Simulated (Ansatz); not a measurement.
Predict the output of the script below (Ansatz 0.2.0 through its Python package).

The script reads `geh2i2.xyz`:
```text
5

I    -2.20890    0.53500    0.65440
Ge    0.04260   -0.04150   -0.22340
I     1.62360   -0.23890    1.71440
H     0.62040    1.07230   -1.19700
H    -0.02770   -1.40060   -0.98970
```

Script `tae_geh2i2.py`:
```python
"""Atomisation energy of GeH2I2 at the given geometry."""

from collections import Counter

import ansatz


def energy_of(molecule, charge=0, unpaired=0):
    calc = (
        molecule.calculation()
        .basis(gaussian="x2c-TZVPPall")  # atom-centred Gaussian functions
        .functional("r2SCAN", dispersion="d3bj")
    )
    if charge:
        calc = calc.charge(charge)
    if unpaired:
        calc = calc.spin("collinear", total=unpaired)
    return calc.run().report["free_energy_ev"]


def main() -> None:
    molecule = ansatz.Crystal.molecule_from_extxyz("geh2i2.xyz")

    # unpaired electrons of the ground-state atoms
    unpaired = {"I": 1, "Ge": 2, "H": 1}
    counts = Counter(site.symbol for site in molecule.cartesian_sites)
    atom_energy = {s: energy_of(ansatz.Crystal.molecule().atom(s, (0, 0, 0)), 0, unpaired[s]) for s in counts}
    whole = energy_of(molecule, 0, 0)
    for s, e in atom_energy.items():
        print(f"{s:2s} x{counts[s]}  {e:14.5f} eV")
    print(f"GeH2I2: {whole:.5f} eV")
    split = sum(counts[s] * e for s, e in atom_energy.items()) - whole
    print(f"atomisation energy (no zero-point term): {23.060548 * split:.1f} kcal/mol, {split / sum(counts.values()):.3f} eV an atom")


if __name__ == "__main__":
    main()
```

```console
$ python tae_geh2i2.py
DeckWarning: the engine holds no damping parameters fitted to this dispersion correction and functional, so the run takes those fitted to r2scan beside the three-body term, which d3bj leaves out (hamiltonian.dispersion, under Limitations)
I  x2   -193630.16042 eV
Ge x1    -57108.67429 eV
H  x2       -13.60389 eV
GeH2I2: -444407.69449 eV
atomisation energy (no zero-point term): 265.0 kcal/mol, 2.298 eV an atom
```
(Warnings from the package without file and line.)

265.0 kcal/mol from the electronic energies, without the zero-point term.

Reading the output:
- Total energies depend on the basis set; only differences at equal settings carry meaning.
- The geometry is a force-field or estimated start, not a minimum of this method, and the basis set is short of its limit. All parts are taken at fixed geometry, without zero-point energy.
- The spin-orbit lowering of heavy atoms is left out.
- A dispersion term here runs with damping parameters fitted for another variant or functional.
- Hardware and time: 28 s on 1 thread of Arm Neoverse V1, on a shared host, peak memory 0.36 GiB.

(Lines on the test bed's own set-up are left out of the output.)
